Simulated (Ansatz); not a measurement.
# C2H9NSi2: a ladder of functionals and wavefunction methods

The task here is to estimate one member of a computed series from the others.

Computed with Ansatz 0.2.0, Gaussian basis. Level: functionals in def2-TZVPP, the program's frozen cores in correlated methods.

Levels to be run: LDA (SPW92), PBE-D4, revPBE-D4, BLYP-D4, r2SCAN-D4, B97M-V, PBE0-D4, B3LYP-D4, r2SCANh-D4, r2SCAN0-D4, HSE06-D4, BHLYP-D4, CAM-B3LYP-D4, LC-ωPBE, ωB97X-V, ωB97M-V, B2PLYP, PBE-QIDH; CCSD(T)/def2-SVP; CCSD(T)/def2-TZVPP; MP2/def2-QZVPP; extrapolation to the limit; RPA on PBE.

### Structure used throughout

An earlier PBE0-D4 in a triple-zeta def2 set relaxation fixed the geometry.

SMILES `C=C(N)[SiH2][SiH3]`, 14 atoms, charge 0, spin multiplicity 1.

Atoms are counted from 1 here; the program's logs count them from 0.

Bond lengths: C1–C2 1.340 Å, C1–H6 1.082 Å, C1–H7 1.087 Å, C2–N3 1.385 Å, C2–Si4 1.879 Å, N3–H8 1.006 Å, N3–H9 1.009 Å, Si4–Si5 2.337 Å, Si4–H10 1.494 Å, Si4–H11 1.490 Å, Si5–H12 1.488 Å, Si5–H13 1.487 Å, Si5–H14 1.488 Å. Angles: C2–C1–H6 121.3°, C2–C1–H7 122.0°, H6–C1–H7 116.7°, C1–C2–N3 123.7°, C1–C2–Si4 120.2°, N3–C2–Si4 116.0°, C2–N3–H8 116.5°, C2–N3–H9 116.2°, H8–N3–H9 112.8°, C2–Si4–Si5 111.6°, C2–Si4–H10 108.0°, C2–Si4–H11 110.5°, Si5–Si4–H10 109.4°, Si5–Si4–H11 110.8°, H10–Si4–H11 106.4°, Si4–Si5–H12 109.6°, Si4–Si5–H13 110.4°, Si4–Si5–H14 111.1° and more.

Set-up of the first run:

File in.yaml:

```yaml
crystal:
  periodic: [false, false, false]
  atoms:
    - {symbol: C, position_ang: [-1.392204, 0.517704, 0.912871]}
    - {symbol: C, position_ang: [-0.119656, 0.879004, 0.701431]}
    - {symbol: N, position_ang: [0.519586, 1.886304, 1.405070]}
    - {symbol: Si, position_ang: [0.859455, 0.109404, -0.706207]}
    - {symbol: Si, position_ang: [-0.052856, -1.936649, -1.370674]}
    - {symbol: H, position_ang: [-1.876582, -0.222857, 0.291015]}
    - {symbol: H, position_ang: [-1.996278, 0.969558, 1.696122]}
    - {symbol: H, position_ang: [1.517994, 1.804076, 1.500453]}
    - {symbol: H, position_ang: [0.069410, 2.190026, 2.255875]}
    - {symbol: H, position_ang: [2.260161, -0.103595, -0.230657]}
    - {symbol: H, position_ang: [0.943518, 1.050445, -1.858099]}
    - {symbol: H, position_ang: [0.714141, -2.472670, -2.528001]}
    - {symbol: H, position_ang: [0.014163, -2.920270, -0.257418]}
    - {symbol: H, position_ang: [-1.473949, -1.779783, -1.782881]}
basis:
  gaussian: {orbitals: def2-TZVPP}
hamiltonian: {xc: lda}
output: {orbitals: {seedname: orbitals}}
```

Command:

```console
> ansatz run in.yaml --threads 4 --pin off --events-out ev --progress --plain --max-ram 10444MiB
```

Among the steps run: LDA; PBE-D4 (GGA); revPBE-D4 (GGA); BLYP-D4 (GGA); r2SCAN-D4 (meta-GGA); B97M-V (meta-GGA); B3LYP-D4 (hybrid); r2SCANh-D4 (hybrid); r2SCAN0-D4 (hybrid); HSE06-D4 (hybrid); BHLYP-D4 (hybrid); CAM-B3LYP-D4 (range-separated); LC-ωPBE (range-separated); ωB97X-V (range-separated); ωB97M-V (range-separated); B2PLYP (double hybrid); PBE-QIDH (double hybrid).

One table of the session follows, with a row left open; its other results are not shown here.

It belongs to the step «Orbital energies across the functionals». 

```
  functional  HOMO (eV)  gap (eV)
 LDA (SPW92)      -5.31      4.20
      PBE-D4      -5.14      4.22
   revPBE-D4      -5.07      4.24
     BLYP-D4      -4.99      4.22
   r2SCAN-D4      -5.34      4.63
      B97M-V      -5.43      4.61
     PBE0-D4      -6.26      6.24
    B3LYP-D4      -6.05      5.83
  r2SCANh-D4      -5.77      5.39
  r2SCAN0-D4      -6.41      6.51
    HSE06-D4      -5.87      5.46
    BHLYP-D4      -7.27      8.20
CAM-B3LYP-D4      -7.57      8.62
     LC-ωPBE      -8.90     11.06
     ωB97X-V          ?         ?
     ωB97M-V      -8.48     10.24
```

Q: Estimate the row for ωB97X-V from the others.

**Answer.** HOMO (eV): -8.55; gap (eV): 10.60. In the column «HOMO (eV)» it lies between LC-ωPBE (-8.90) and ωB97M-V (-8.48).
